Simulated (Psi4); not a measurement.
# CH5In (SMILES [CH3][InH2]): HF/def2-TZVP (core potential)

What is the energy change on altering one bond length of CH5In at HF/def2-TZVP (core potential)? 

The results are computed with Psi4 1.11.

2 further runs of the same task are left out: 2 set aside as unsound or not needed.

## 1. The molecule

CH5In: 7 atoms, total charge 0, spin state singlet. SMILES: `[CH3][InH2]`. Geometry: relaxed at PBE0-D4/def2-TZVP.

Bond lengths: C1–In2 2.153 Å, C1–H3 1.090 Å, C1–H4 1.093 Å, C1–H5 1.091 Å, In2–H6 1.730 Å, In2–H7 1.731 Å. Angles: C1–In2–H6 120.8°, C1–In2–H7 120.0°, In2–C1–H3 111.6°, In2–C1–H4 109.1°, In2–C1–H5 110.7°, H6–In2–H7 119.3°, H3–C1–H4 108.3°, H3–C1–H5 109.4°, H4–C1–H5 107.6°.

## 2. A single-point energy at HF/def2-TZVP (core potential)

The input, ch5in.xyz:

```xyz
7
CH5In
C     -0.528500    -0.700600    -0.498600
In     0.594300     0.783800     0.584000
H     -1.415600    -1.012400     0.052500
H     -0.848300    -0.280000    -1.455900
H      0.091200    -1.573000    -0.712000
H     -0.133500     1.677000     1.874900
H      2.240400     1.105200     0.155100
```

The input, job.py:

```python
import psi4

psi4.set_memory(1600000000)
psi4.set_num_threads(1)
psi4.core.set_output_file('ch5in.out', False)

with open('ch5in.xyz') as f:
    atoms = ''.join(f.readlines()[2:])
molecule = psi4.geometry('0 1\n' + atoms + 'symmetry c1\nno_reorient\nno_com')

psi4.set_options(dict(reference='rhf', puream=True, e_convergence=1e-09, d_convergence=1e-08, scf_type='pk'))

energy_value = psi4.energy('hf/def2-TZVP', molecule=molecule)
print('E =', round(energy_value, 9))
```

On the command line:

```sh
$ python job.py
```

ch5in.out:

```text
[...]
    !!!  WARNING: ECP capability is in beta. Please check occupations closely.  !!!
[...]
  Running in c1 symmetry.
[...]
  Nuclear repulsion =   68.516881916351011
[...]
  Multiplicity = 1
[...]
  Nalpha       = 16
  Nbeta        = 16
[...]
    Number of basis functions: 111
[...]
   @RHF iter   1:  -229.82449024994969   -1.36260e+00   4.81455e-03 DIIS/ADIIS
[...]
   @RHF iter  11:  -229.96700396516934   -3.41061e-12   3.06959e-09 DIIS
[...]
    Orbital Energies [Eh]
    ---------------------
    Doubly Occupied:
       1A    -11.204092     2A     -5.370777     3A     -3.633058
       4A     -3.622760     5A     -3.621723     6A     -1.023676
       7A     -1.013726     8A     -1.013535     9A     -1.013043
      10A     -1.009583    11A     -0.905690    12A     -0.545236
      13A     -0.541140    14A     -0.538892    15A     -0.395452
      16A     -0.376729
[...]
  @RHF Final Energy:  -229.96700396516934
   => Energetics <=
    Nuclear Repulsion Energy =             68.5168819163510108
    One-Electron Energy =                -525.3095472947787812
    Two-Electron Energy =                 226.8256614132584446
    Total Energy =                       -229.9670039651693401
[...]
 Multipole Moments:
 ------------------------------------------------------------------------------------
     Multipole            Electronic (a.u.)      Nuclear  (a.u.)        Total (a.u.)
 ------------------------------------------------------------------------------------
 L = 1.  Multiply by 2.5417464519 to convert [e a0] to [Debye]
 Dipole X            :        -17.5977763           17.4676834           -0.1300929
 Dipole Y            :        -23.1729622           23.0036361           -0.1693261
 Dipole Z            :        -17.4800298           17.3609139           -0.1191159
 Magnitude           :                                                    0.2445078
[...]
```

On the terminal:

```text
E = -229.967003965
```

Run time: 6.3 s. Hardware: 1 thread of Intel Xeon Platinum 8488C (Sapphire Rapids), shared host; peak memory 0.49 GiB.

## 3. The distorted shape at the same level

The input, run.py:

```python
import psi4

psi4.set_memory('1600 MB')
psi4.set_num_threads(1)
psi4.core.set_output_file('psi4.out', False)

mol = psi4.geometry("""
C     -2.40402643     0.65441783    -0.45828504
In    -0.28224194     3.45952729     1.58753246
H     -4.08040247     0.06520122     0.58314303
H     -3.00836084     1.44923663    -2.26731986
H      0.17234302    -2.97253919    -1.34548500
H     -1.65758461     5.14743066     4.02697992
H      2.82843624     4.06688526     0.77702893
units au
symmetry c1
""")

options = {'puream': True, 'e_convergence': 1e-09, 'd_convergence': 1e-08, 'scf_type': 'pk'}
psi4.set_options(options)

e, wfn = psi4.energy('scf/def2-TZVP', return_wfn=True)
psi4.oeprop(wfn, 'LOWDIN_CHARGES', 'WIBERG_LOWDIN_INDICES', 'MAYER_INDICES')
print(f'total energy {e:.8f} hartree = {e * 27.211386:.5f} eV')
```

On the command line:

```sh
$ python run.py
```

psi4.out:

```text
[...]
    !!!  WARNING: ECP capability is in beta. Please check occupations closely.  !!!
[...]
  Running in c1 symmetry.
[...]
  Nuclear repulsion =   65.548295013766506
[...]
  Multiplicity = 1
[...]
  Nalpha       = 16
  Nbeta        = 16
[...]
    Number of basis functions: 111
[...]
   @RHF iter   1:  -229.44560744696491   -1.33479e+00   5.77312e-03 DIIS/ADIIS
[...]
   @RHF iter  13:  -229.76862347650987   -5.43707e-11   6.26800e-09 DIIS
[...]
    Orbital Energies [Eh]
    ---------------------
    Doubly Occupied:
       1A    -11.303383     2A     -5.393027     3A     -3.655199
       4A     -3.645027     5A     -3.644443     6A     -1.046106
       7A     -1.036952     8A     -1.035181     9A     -1.034587
      10A     -1.031701    11A     -0.904790    12A     -0.589516
      13A     -0.561570    14A     -0.434848    15A     -0.410700
      16A     -0.320790
[...]
  @RHF Final Energy:  -229.76862347650987
   => Energetics <=
    Nuclear Repulsion Energy =             65.5482950137665057
    One-Electron Energy =                -518.5381967728905011
    Two-Electron Energy =                 223.2212782826141222
    Total Energy =                       -229.7686234765098732
[...]
 Multipole Moments:
 ------------------------------------------------------------------------------------
     Multipole            Electronic (a.u.)      Nuclear  (a.u.)        Total (a.u.)
 ------------------------------------------------------------------------------------
 L = 1.  Multiply by 2.5417464519 to convert [e a0] to [Debye]
 Dipole X            :          9.2180870           -9.8305023           -0.6124152
 Dipole Y            :         16.7441623          -15.8760563            0.8681060
 Dipole Z            :         11.2025010          -10.9777011            0.2247999
 Magnitude           :                                                    1.0859077
[...]
```

On the terminal:

```text
total energy -229.76862348 hartree = -6252.32270 eV
```

It took 5.7 s on 1 thread of Intel Xeon Platinum 8488C (Sapphire Rapids), shared host; peak memory 0.49 GiB.

## 4. Summary of results

At HF/def2-TZVP (core potential):

| quantity | value |
| --- | --- |
| first shape: total energy | -229.96700 Eh |
| first shape: dipole moment | 0.62 D |
| first shape: HOMO energy | -10.25 eV |
| first shape: LUMO energy | 0.75 eV |
| first shape: HOMO–LUMO gap | 11.00 eV |
| distorted shape: total energy | -229.76862 Eh |
| distorted shape: dipole moment | 2.76 D |
| distorted shape: HOMO energy | -8.73 eV |
| distorted shape: LUMO energy | -0.15 eV |
| distorted shape: HOMO–LUMO gap | 8.58 eV |
| energy change with the C1–H5 bond stretched from 1.091 to 2.401 Å | 5.398 eV |

In words: One bond (distorted shape) is far stretched, which a spin-restricted single reference describes badly; a broken-symmetry solution may lie lower. With the C1–H5 bond stretched from 1.091 to 2.401 Å the energy rises by 5.40 eV (521 kJ/mol). The first shape isn't relaxed at this level, so the change isn't measured from a minimum. A restricted reference can't describe the breaking bond well at this length.
